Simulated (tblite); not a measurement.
# C5H11B: the cost of one run

Programs: tblite 0.8.0 and PySCF 2.14.0, with density-fitted response routines of our own. Each step states its level of theory. These are calculated values for one molecule in the gas phase, unless marked as measured. Atoms count from 0, in the outputs and in this text.

## (1) The molecule as given

17 atoms, charge 0, multiplicity 1; geometry from: force field or distance geometry start.

Bonds of the start (Å): C0–B1 1.57, B1–C2 1.59, C2–C3 1.49, C3–C4 1.33, C4–C5 1.49, C0–H6 1.13, C0–H7 1.12, C0–H8 1.10, B1–H9 1.21, C2–H10 1.12, C2–H11 1.12, C3–H12 1.09, C4–H13 1.08, C5–H14 1.10, C5–H15 1.13, C5–H16 1.10.

## (2) Geometry optimisation with GFN2-xTB

What the job is given:

```
{"job": {"kind": "relax", "xc": "GFN2-xTB", "basis": "xTB"}, "charge": 0, "multiplicity": 1}
C     -2.926000    -0.432100     0.078600
B     -1.467300    -0.045000     0.505200
C     -0.193200    -0.263800    -0.426100
C      0.652400     0.956600    -0.285100
C      1.904600     0.881500     0.169200
C      2.554300    -0.411500     0.535000
H     -3.112700    -0.069800    -0.973800
H     -3.626400     0.141900     0.734500
H     -3.166700    -1.498400     0.192700
H     -1.357100     0.790400     1.368900
H     -0.515600    -0.448600    -1.478500
H      0.324900    -1.158500     0.002500
H      0.176700     1.906300    -0.540100
H      2.476500     1.797000     0.247100
H      2.356900    -1.178200    -0.233600
H      3.657600    -0.181700     0.517000
H      2.254400    -0.773800     1.524900
```

Started as:

```console
> OMP_NUM_THREADS=1 python probes_run.py task.json out
```

This one command runs all jobs of the session in turn.

**Question.** How long does this first job take on 1 thread of Arm Neoverse N1, shared host?

About 1.1 s.
